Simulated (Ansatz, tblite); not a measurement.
**C₂₂H₁₂F₆N₄: rung by rung**

One table from this session's results is given with a row withheld; the runs are named, their logs left out.

The runs use Ansatz 0.2.0, Gaussian basis; as each input shows.

Plan: GFN1-xTB, GFN2-xTB, PBE-D4/def2-TZVP, r2SCAN-D4/def2-TZVP, PBE-D4/def2-SVP, PBE0-D4/def2-SVP.

1 further run of the same task is left out (set aside as unsound or not needed). Runs told in other sessions of the task aren't counted.

## The relaxed structure

The singlet was relaxed beforehand with PBE-D4/def2-SVP.

SMILES `FC(F)(F)c1ccc(-c2ccc(-c3ccc(-c4ccc(C(F)(F)F)nc4)nc3)nc2)nc1`, 44 atoms, charge 0, spin multiplicity 1.

Bond lengths: F1–C2 1.355 Å, C2–F3 1.356 Å, C2–F4 1.353 Å, C2–C5 1.508 Å, C5–C6 1.404 Å, C5–C32 1.408 Å, C6–C7 1.396 Å, C6–H33 1.100 Å, C7–C8 1.415 Å, C7–H34 1.098 Å, C8–C9 1.482 Å, C8–N31 1.353 Å, C9–C10 1.410 Å, C9–C30 1.418 Å, C10–C11 1.395 Å, C10–H35 1.100 Å, C11–C12 1.414 Å, C11–H36 1.099 Å and more. Angles: F1–C2–F3 107.1°, F1–C2–F4 107.9°, F1–C2–C5 111.5°, F3–C2–F4 107.2°, F3–C2–C5 111.3°, F4–C2–C5 111.7°, C2–C5–C6 121.0°, C2–C5–C32 121.0°, C6–C5–C32 117.9°, C5–C6–C7 118.9°, C5–C6–H33 120.3°, C7–C6–H33 120.8°, C6–C7–C8 119.4°, C6–C7–H34 119.5°, C8–C7–H34 121.1°, C7–C8–C9 122.4°, C7–C8–N31 121.2°, C9–C8–N31 116.4° and more.

PBE0-D4/def2-TZVP was run before; its log isn't repeated, and its numbers join the tables.

Set-up of the first run:

Tight binding, by tblite at 300 K electronic temperature and without a spin-polarisation term:

```python
tblite.interface.Calculator('GFN1-xTB', numbers, positions, charge=0, uhf=0).singlepoint()
```

Tight binding, by tblite at 300 K electronic temperature and without a spin-polarisation term:

```python
tblite.interface.Calculator('GFN2-xTB', numbers, positions, charge=0, uhf=0).singlepoint()
```

start.molden holds the orbitals of an earlier run on this state, given as this run's starting guess.

File in.yaml:

```yaml
crystal:
  periodic: [false, false, false]
  atoms:
    - {symbol: F, position_ang: [9.829199, -0.195908, -0.643677]}
    - {symbol: C, position_ang: [9.084962, -0.910999, 0.234034]}
    - {symbol: F, position_ang: [9.543815, -0.617973, 1.476144]}
    - {symbol: F, position_ang: [9.331693, -2.222676, 0.014978]}
    - {symbol: C, position_ang: [7.617553, -0.590745, 0.102549]}
    - {symbol: C, position_ang: [7.187719, 0.692290, -0.270418]}
    - {symbol: C, position_ang: [5.817986, 0.954213, -0.328938]}
    - {symbol: C, position_ang: [4.900231, -0.074680, -0.009780]}
    - {symbol: C, position_ang: [3.433094, 0.131235, -0.044523]}
    - {symbol: C, position_ang: [2.822588, 1.367671, -0.338297]}
    - {symbol: C, position_ang: [1.431259, 1.468814, -0.351868]}
    - {symbol: C, position_ang: [0.648907, 0.325257, -0.068952]}
    - {symbol: C, position_ang: [-0.831613, 0.353194, -0.068150]}
    - {symbol: C, position_ang: [-1.595007, 1.510346, -0.325792]}
    - {symbol: C, position_ang: [-2.988710, 1.441997, -0.307860]}
    - {symbol: C, position_ang: [-3.617812, 0.206978, -0.032101]}
    - {symbol: C, position_ang: [-5.093175, 0.048794, 0.002136]}
    - {symbol: C, position_ang: [-5.658246, -1.195896, 0.349420]}
    - {symbol: C, position_ang: [-7.047686, -1.339372, 0.381642]}
    - {symbol: C, position_ang: [-7.833794, -0.221135, 0.060395]}
    - {symbol: C, position_ang: [-9.353113, -0.289037, 0.071829]}
    - {symbol: F, position_ang: [-9.788262, -1.521282, 0.437001]}
    - {symbol: F, position_ang: [-9.876431, 0.603474, 0.939253]}
    - {symbol: F, position_ang: [-9.863604, -0.021002, -1.149591]}
    - {symbol: N, position_ang: [-7.323072, 0.971377, -0.277576]}
    - {symbol: C, position_ang: [-5.994301, 1.096966, -0.304226]}
    - {symbol: N, position_ang: [-2.890859, -0.904869, 0.221658]}
    - {symbol: C, position_ang: [-1.561160, -0.831920, 0.203854]}
    - {symbol: N, position_ang: [1.230787, -0.862960, 0.215348]}
    - {symbol: C, position_ang: [2.559120, -0.951473, 0.226937]}
    - {symbol: N, position_ang: [5.326376, -1.310106, 0.338751]}
    - {symbol: C, position_ang: [6.635135, -1.557169, 0.390887]}
    - {symbol: H, position_ang: [7.921591, 1.472115, -0.521212]}
    - {symbol: H, position_ang: [5.469586, 1.952045, -0.628116]}
    - {symbol: H, position_ang: [3.424995, 2.261736, -0.555893]}
    - {symbol: H, position_ang: [0.961535, 2.434846, -0.582331]}
    - {symbol: H, position_ang: [-1.110722, 2.474332, -0.539330]}
    - {symbol: H, position_ang: [-3.578508, 2.347627, -0.503908]}
    - {symbol: H, position_ang: [-4.977140, -2.025958, 0.586018]}
    - {symbol: H, position_ang: [-7.518644, -2.294805, 0.649604]}
    - {symbol: H, position_ang: [-5.620339, 2.093426, -0.596881]}
    - {symbol: H, position_ang: [-0.994862, -1.753904, 0.415051]}
    - {symbol: H, position_ang: [3.002274, -1.933347, 0.461206]}
    - {symbol: H, position_ang: [6.936665, -2.581504, 0.670715]}
basis:
  gaussian: {orbitals: def2-TZVP, fitting: {mean_field: def2-universal-jkfit}, initial_orbitals: start.molden}
hamiltonian: {xc: pbe, dispersion: d4}
scf: {omitted_lower_state_checks: [starts]}
output: {orbitals: {seedname: orbitals}}
```

Command:

```sh
ansatz run in.yaml --threads 2 --pin off --events-out ev --progress --plain --max-ram 32768MiB --backend cuda --devices 0, --max-vram 18GiB
```

Among the steps run: PBE-D4/def2-TZVP; r2SCAN-D4/def2-TZVP; PBE-D4/def2-SVP; PBE0-D4/def2-SVP.

One table of the session follows, with a row left open; its other results are not shown here.

It belongs to the step «Binding energy». 

```
              level  binding an atom (eV)
    PBE-D4/def2-SVP                 5.604
   PBE-D4/def2-TZVP                     ?
r2SCAN-D4/def2-TZVP                 5.256
   PBE0-D4/def2-SVP                 5.423
  PBE0-D4/def2-TZVP                 5.315
```

Q: Estimate the row for PBE-D4/def2-TZVP from the others.

The run gave: binding an atom (eV): 5.488. In the column «binding an atom (eV)» it lies between PBE0-D4/def2-SVP (5.423) and PBE-D4/def2-SVP (5.604).

Limits of these values: Free atoms were run apart at each level; binding is atoms less cluster, divided by the number of atoms, without zero-point or spin-orbit terms.
